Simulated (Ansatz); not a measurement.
**CH₂Cl₂OSi: one molecule under many settings**

Aim: run CH₂Cl₂OSi under a spread of inputs, and see what each costs and gives.

The runs use Ansatz 0.2.0, Gaussian basis; the settings change from run to run.

### Step 1. The molecule

The structure was relaxed beforehand with PBE0-D4 in a triple-zeta def2 set.

7 atoms, charge 0, spin multiplicity 1.

Atoms are counted from 1 here; the program's logs count them from 0.

Bond lengths: Cl1–C2 1.757 Å, C2–Cl3 1.757 Å, C2–O4 1.409 Å, C2–Si5 1.815 Å, O4–Si5 1.686 Å, Si5–H6 1.475 Å, Si5–H7 1.475 Å. Angles: Cl1–C2–Cl3 111.1°, Cl1–C2–O4 113.4°, Cl1–C2–Si5 122.9°, Cl3–C2–O4 113.4°, Cl3–C2–Si5 122.9°, O4–C2–Si5 61.5°, C2–O4–Si5 71.2°, C2–Si5–O4 47.3°, C2–Si5–H6 121.3°, C2–Si5–H7 121.3°, O4–Si5–H6 116.1°, O4–Si5–H7 116.1°, H6–Si5–H7 115.5°.

### Step 2. PBEsol/6-31++G**

Set apart from the defaults: charge +1, multiplicity 2, restricted open-shell orbitals, D3(BJ) dispersion.

Contents of in.yaml:

```yaml
crystal:
  periodic: [false, false, false]
  atoms:
    - {symbol: Cl, position_ang: [-0.604775, -1.407716, 1.732324]}
    - {symbol: C, position_ang: [0.067000, -0.794549, 0.228800]}
    - {symbol: Cl, position_ang: [0.467786, -2.107708, -0.867944]}
    - {symbol: O, position_ang: [1.123753, 0.117728, 0.419098]}
    - {symbol: Si, position_ang: [-0.158911, 0.918654, -0.325609]}
    - {symbol: H, position_ang: [-0.878518, 1.904144, 0.503121]}
    - {symbol: H, position_ang: [0.044866, 1.301446, -1.735490]}
basis:
  gaussian: {orbitals: "6-31++G**"}
total_charge: 1
magnetization: {spin_polarized: false, initial_magnetization: 1}
hamiltonian: {xc: {name: PBEsol}, dispersion: d3bj}
```

The run is started by

```console
ansatz run in.yaml --threads 2 --pin off --events-out ev --progress --plain --max-ram 4352MiB
```

What it wrote:

```text
Functional definition: PBEsol
  name "PBEsol"
  cite "Perdew et al., Phys. Rev. Lett. 100, 136406 (2008) doi:10.1103/PhysRevLett.100.136406"
  cite "Perdew, Burke & Ernzerhof, Phys. Rev. Lett. 77, 3865 (1996) doi:10.1103/PhysRevLett.77.3865"
  parent pbesol
  exchange = pbesol_x
  correlation = pbesol_c
1181 factors; their error is unknown
mean field evaluation 1: about -35925.9504 eV, gradient 9.8e1 eV
mean field evaluation 2: about -35706.3388 eV, gradient 2.4e2 eV
mean field evaluation 4: about -35933.8892 eV, gradient 8.1e1 eV
mean field evaluation 8: about -35947.5407 eV, gradient 4.0e-1 eV
mean field evaluation 16: about -35947.4922 eV, gradient 3.7e-3 eV
mean field evaluation 32: about -35947.4796 eV, gradient 1.6e0 eV
mean field evaluation 64: about -35925.7041 eV, gradient 9.8e1 eV
mean field -35947.49221765 eV, -1321.0459729133 hartree, gradient 1.9e-5 eV, S^2 0.750000; 7 other end points of the search recorded, 0 dependent functions left out
reference -35947.49229143 eV, -1321.0459756246 hartree; 32, 31 occupied and 87, 88 virtual orbitals, 1181 factors
Total energy: -35947.57688535 eV, -1321.0490843939 hartree
```

It took 11 s on 2 threads of Arm Neoverse V1, shared host.

### Step 3. rPW86-PBE/x2c-TZVPPall

This run has the search for lower states set to off.

in.yaml, as its differences from that of step 2:

```diff
@@ -11,5 +11,5 @@
 basis:
-  gaussian: {orbitals: "6-31++G**"}
-total_charge: 1
-magnetization: {spin_polarized: false, initial_magnetization: 1}
-hamiltonian: {xc: {name: PBEsol}, dispersion: d3bj}
+  gaussian: {orbitals: x2c-TZVPPall}
+hamiltonian: {xc: {name: rPW86-PBE}}
+scf: {lower_state_search: off}
+output: {forces: true}
```

Same command.

What it wrote:

```text
Functional definition: rPW86-PBE
  name "rPW86-PBE"
  cite "Murray, Lee & Langreth, J. Chem. Theory Comput. 5, 2754 (2009) doi:10.1021/ct900365q"
  cite "Perdew, Burke & Ernzerhof, Phys. Rev. Lett. 77, 3865 (1996) doi:10.1103/PhysRevLett.77.3865"
  parent pbe
  exchange = rpw86_x
  correlation = pbe_c
these checks for a lower state are left out or cut short: stability, starts, cluster_reference, orbital_swaps, neighbouring_geometries, increment
1345 factors; their error is unknown
mean field evaluation 1: about -36164.1690 eV, gradient 6.6e1 eV
mean field evaluation 2: about -36086.2946 eV, gradient 1.9e2 eV
mean field evaluation 4: about -36171.2918 eV, gradient 2.4e1 eV
mean field evaluation 8: about -36172.3866 eV, gradient 1.3e-1 eV
mean field evaluation 16: about -36172.3627 eV, gradient 4.4e-4 eV
mean field -36172.36268021 eV, -1329.3098099898 hartree, gradient 7.9e-6 eV, S^2 0.000000; 0 other end points of the search recorded, 0 dependent functions left out
the calculation of the forces begins
reference -36172.36278194 eV, -1329.3098137281 hartree; 32, 32 occupied and 184, 184 virtual orbitals, 1345 factors
Total energy: -36172.36278194 eV, -1329.3098137281 hartree
Relativity: scalar
Atom 0 at    -0.604775    -1.407716     1.732324 Å, force    -0.309058    -0.253154     0.636396 eV/Å
Atom 1 at     0.067000    -0.794549     0.228800 Å, force    -0.381165    -0.117383    -0.125694 eV/Å
Atom 2 at     0.467786    -2.107708    -0.867944 Å, force     0.152813    -0.554606    -0.483347 eV/Å
Atom 3 at     1.123753     0.117728     0.419098 Å, force     1.128779     0.232917     0.402918 eV/Å
Atom 4 at    -0.158911     0.918654    -0.325609 Å, force    -0.594535     0.576221    -0.400363 eV/Å
Atom 5 at    -0.878518     1.904144     0.503121 Å, force    -0.016783     0.069982     0.029567 eV/Å
Atom 6 at     0.044866     1.301446    -1.735490 Å, force     0.019949     0.046023    -0.059477 eV/Å
Dipole moment:    -0.246467     0.486525    -0.232634 e Å
Checks for a lower state left out: stability, starts, cluster_reference, orbital_swaps, neighbouring_geometries, increment
```

Run time: 6.5 s. Hardware: 2 threads of Arm Neoverse V1, shared host; peak memory 0.3 GiB.

Largest force 1.221 eV/Å, dipole 2.85 D.

### Step 4. B97M-V/ANO-RCC-VTZP

Options: atoms shaken by 0.03 Å, a grid of angular degree 47, high accuracy, the search for lower states set to off.

Contents of in.yaml:

```yaml
crystal:
  periodic: [false, false, false]
  atoms:
    - {symbol: Cl, position_ang: [-0.614332, -1.375835, 1.777191]}
    - {symbol: C, position_ang: [0.091744, -0.794111, 0.280120]}
    - {symbol: Cl, position_ang: [0.447541, -2.105015, -0.861651]}
    - {symbol: O, position_ang: [1.173869, 0.142470, 0.411086]}
    - {symbol: Si, position_ang: [-0.148477, 0.927377, -0.333971]}
    - {symbol: H, position_ang: [-0.950621, 1.895107, 0.498827]}
    - {symbol: H, position_ang: [-0.008888, 1.264831, -1.769425]}
basis:
  gaussian: {orbitals: ANO-RCC-VTZP, final_grid: {core_spheres: 20, valence_spheres: 16, degree: 47}}
hamiltonian: {xc: {name: B97M-V}}
accuracy: high
scf: {lower_state_search: off}
output: {forces: true}
```

The command is unchanged.

What it wrote:

```text
Functional definition: B97M-V
  name "B97M-V"
  cite "Mardirossian & Head-Gordon, J. Chem. Phys. 142, 074111 (2015) doi:10.1063/1.4907719"
  cite "Becke, J. Chem. Phys. 107, 8554 (1997) doi:10.1063/1.475007"
  cite "Vydrov & Van Voorhis, J. Chem. Phys. 133, 244103 (2010) doi:10.1063/1.3521275"
  # Of w^i u^j: cxij and so on, Table III.
  parameter cx00 = 1.000
  parameter cx01 = 1.308
  parameter cx02 = 1.901
  parameter cx10 = 0.416
  parameter cx11 = 3.070
  parameter css00 = 1.000
  parameter css02 = -1.855
  parameter css10 = -5.668
  parameter css32 = -20.497
  parameter css42 = -20.364
  parameter cos00 = 1.000
  parameter cos01 = 1.573
  parameter cos03 = -6.298
  parameter cos10 = 2.535
  parameter cos32 = -6.427
  parameter b = 6.0
  parameter c = 0.01
  gx(w, u) = cx00 + cx01*u + cx02*u^2 + (cx10 + cx11*u)*w
  gss(w, u) = css00 + css02*u^2 + css10*w + (css32*w^3 + css42*w^4)*u^2
  gos(w, u) = cos00 + cos01*u + cos03*u^3 + cos10*w + cos32*w^3*u^2
  exchange = spin_sum(e_x_unif_s*gx(b97_w, b97_u_x))
  correlation = spin_sum(e_c_pw_mod_same_spin*gss(b97_w, b97_u_same))
      + integral(e_c_pw_mod_opposite_spin*gos(b97_w_opposite, b97_u_opposite)) + vv10(b, c)
these checks for a lower state are left out or cut short: stability, starts, cluster_reference, orbital_swaps, neighbouring_geometries, increment
3523 factors; integrals over basis functions are off by at most 3.7e-9 eV
mean field evaluation 1: about -36121.9205 eV, gradient 5.3e1 eV
mean field evaluation 2: about -36078.6693 eV, gradient 1.4e2 eV
mean field evaluation 4: about -36127.1711 eV, gradient 1.1e1 eV
mean field evaluation 8: about -36127.4158 eV, gradient 2.2e-1 eV
mean field evaluation 16: about -36127.4159 eV, gradient 2.0e-5 eV
mean field -36127.41594151 eV, -1327.6580478084 hartree, gradient 3.3e-8 eV, S^2 0.000000; 0 other end points of the search recorded, 0 dependent functions left out
the calculation of the forces begins
reference -36127.41595053 eV, -1327.6580481398 hartree; 32, 32 occupied and 158, 158 virtual orbitals, 3523 factors
Total energy: -36127.41595053 eV, -1327.6580481398 hartree
Relativity: scalar
Atom 0 at    -0.614332    -1.375835     1.777191 Å, force     0.340612     0.010272    -0.052877 eV/Å
Atom 1 at     0.091744    -0.794111     0.280120 Å, force    -0.094501     0.949667    -0.814319 eV/Å
Atom 2 at     0.447541    -2.105015    -0.861651 Å, force     0.061201     0.108000     0.369254 eV/Å
Atom 3 at     1.173869     0.142470     0.411086 Å, force    -0.728542    -0.213309     0.024003 eV/Å
Atom 4 at    -0.148477     0.927377    -0.333971 Å, force    -0.116397    -0.563207     0.578009 eV/Å
Atom 5 at    -0.950621     1.895107     0.498827 Å, force     0.468444    -0.293225    -0.329662 eV/Å
Atom 6 at    -0.008888     1.264831    -1.769425 Å, force     0.069183     0.001802     0.225592 eV/Å
Dipole moment:    -0.258979     0.506149    -0.233313 e Å
Checks for a lower state left out: stability, starts, cluster_reference, orbital_swaps, neighbouring_geometries, increment
```

Run time: 4.4 min. Hardware: 2 threads of Arm Neoverse V1, shared host; peak memory 0.92 GiB.

Largest force 1.255 eV/Å, dipole 2.95 D.

### Step 5. SVWN5/6-31G*

Options: relativity set to scalar.

Contents of in.yaml:

```yaml
crystal:
  periodic: [false, false, false]
  atoms:
    - {symbol: Cl, position_ang: [-0.604775, -1.407716, 1.732324]}
    - {symbol: C, position_ang: [0.067000, -0.794549, 0.228800]}
    - {symbol: Cl, position_ang: [0.467786, -2.107708, -0.867944]}
    - {symbol: O, position_ang: [1.123753, 0.117728, 0.419098]}
    - {symbol: Si, position_ang: [-0.158911, 0.918654, -0.325609]}
    - {symbol: H, position_ang: [-0.878518, 1.904144, 0.503121]}
    - {symbol: H, position_ang: [0.044866, 1.301446, -1.735490]}
basis:
  gaussian: {orbitals: "6-31G*"}
hamiltonian: {xc: {name: SVWN5}, pseudopotentials: {relativity: scalar}}
output: {forces: true}
```

Launched as before.

What it wrote:

```text
Functional definition: SVWN5
  name "SVWN5"
  cite "Dirac, Proc. Camb. Phil. Soc. 26, 376 (1930) doi:10.1017/S0305004100016108"
  cite "Slater, Phys. Rev. 81, 385 (1951) doi:10.1103/PhysRev.81.385"
  cite "Vosko, Wilk & Nusair, Can. J. Phys. 58, 1200 (1980) doi:10.1139/p80-159"
  exchange = slater_x
  correlation = vwn5_c
1042 factors; their error is unknown
mean field evaluation 1: about -35980.7077 eV, gradient 4.9e1 eV
mean field evaluation 2: about -35937.9873 eV, gradient 1.4e2 eV
mean field evaluation 4: about -35985.2456 eV, gradient 1.1e1 eV
mean field evaluation 8: about -35985.5158 eV, gradient 1.6e-1 eV
mean field evaluation 16: about -35985.4451 eV, gradient 6.1e-5 eV
mean field -35985.44513481 eV, -1322.4407168934 hartree, gradient 6.1e-5 eV, S^2 0.000000; 0 other end points of the search recorded, 0 dependent functions left out
the calculation of the forces begins
reference -35985.44516525 eV, -1322.4407180122 hartree; 32, 32 occupied and 59, 59 virtual orbitals, 1042 factors
Total energy: -35985.44516525 eV, -1322.4407180122 hartree
Relativity: scalar
Atom 0 at    -0.604775    -1.407716     1.732324 Å, force    -0.086445    -0.045194     0.173913 eV/Å
Atom 1 at     0.067000    -0.794549     0.228800 Å, force     0.253724     0.068032     0.086259 eV/Å
Atom 2 at     0.467786    -2.107708    -0.867944 Å, force     0.044590    -0.130728    -0.143766 eV/Å
Atom 3 at     1.123753     0.117728     0.419098 Å, force     0.369308    -0.481762     0.282048 eV/Å
Atom 4 at    -0.158911     0.918654    -0.325609 Å, force    -0.489626     0.346902    -0.295350 eV/Å
Atom 5 at    -0.878518     1.904144     0.503121 Å, force    -0.149614     0.189144     0.200183 eV/Å
Atom 6 at     0.044866     1.301446    -1.735490 Å, force     0.058062     0.053607    -0.303286 eV/Å
Dipole moment:    -0.253096     0.506885    -0.240848 e Å
```

Wall time 1.2 s (2 threads of Arm Neoverse V1, shared host).

Largest force 0.669 eV/Å, dipole 2.96 D.

### Step 6. r2SCANh/def2-mTZVPP

in.yaml, as its differences from that of step 5:

```diff
@@ -11,4 +11,3 @@
 basis:
-  gaussian: {orbitals: "6-31G*"}
-hamiltonian: {xc: {name: SVWN5}, pseudopotentials: {relativity: scalar}}
-output: {forces: true}
+  gaussian: {orbitals: def2-mTZVPP}
+hamiltonian: {xc: {name: r2SCANh}}
```

Launched as before.

What it wrote:

```text
Functional definition: r2SCANh
  name "r2SCANh"
  cite "Bursch, Neugebauer, Ehlert & Grimme, J. Chem. Phys. 156, 134105 (2022) doi:10.1063/5.0086040"
  cite "Furness, Kaplan, Ning, Perdew & Sun, J. Phys. Chem. Lett. 11, 8208 (2020) doi:10.1021/acs.jpclett.0c02405"
  cite "Furness, Kaplan, Ning, Perdew & Sun, J. Phys. Chem. Lett. 11, 9248 (2020) doi:10.1021/acs.jpclett.0c03077"
  parent r2scan
  parameter a = 0.1
  parameter k0 = 0.174
  parameter k1 = 0.065
  parameter a1 = 4.9479
  exchange = (1 - a)*r2scan_x(k0 = k0, k1 = k1, a1 = a1) + a*exact_x
  correlation = r2scan_c
1219 factors; their error is unknown
mean field evaluation 1: about -36031.2268 eV, gradient 5.2e1 eV
mean field evaluation 2: about -36004.1975 eV, gradient 1.2e2 eV
mean field evaluation 4: about -36036.0340 eV, gradient 7.1e0 eV
mean field evaluation 8: about -36036.2019 eV, gradient 2.1e-1 eV
mean field evaluation 16: about -36036.2019 eV, gradient 3.6e-5 eV
mean field -36036.20191297 eV, -1324.3059940865 hartree, gradient 3.6e-5 eV, S^2 0.000000; 0 other end points of the search recorded, 0 dependent functions left out
reference -36036.20192280 eV, -1324.3059944481 hartree; 32, 32 occupied and 102, 102 virtual orbitals, 1219 factors
Total energy: -36036.20192280 eV, -1324.3059944481 hartree
```

Run time: 4.7 s. Hardware: 2 threads of Arm Neoverse V1, shared host; peak memory 0.29 GiB.

(Part 1 of 2 ends here.)
